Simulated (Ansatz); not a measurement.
A run of Ansatz 0.2.0 is set up as follows.

File input.yaml:

```yaml
crystal:
  lattice:
    - [0.0, 2.57761, 2.57761]
    - [2.57761, 0.0, 2.57761]
    - [2.57761, 2.57761, 0.0]
  atoms:
    - { symbol: Ge, position: [0.5, 0.5, 0.5] }
    - { symbol: W, position: [0.0, 0.0, 0.0] }
hamiltonian:
  xc: pbe
  pseudopotentials: { kind: paw }
kpoints:
  mp_grid: { grid: [9, 9, 9] }
scf:
  occupations: { method: gaussian, width: 0.026 }
output:
  forces: true
  stress: true
  eigenvalues: true
  write_density: true
  write_potential: true
  elf: true
  volumetric_format: npy
```

Potentials or basis: Ansatz PAW.

The run is started by

```sh
$ ansatz run input.yaml --threads 2 --pin off --max-ram 5632MiB --backend cpu --events-out ev --progress --plain --runs-dir out
```

Question: Estimate the pressure.

Answer: 0.2 GPa.

Question: What does it give for the band gap on the k mesh?

Answer: None (metal or under the smearing width).

Spin-orbit coupling is left out, which matters for the levels of W.
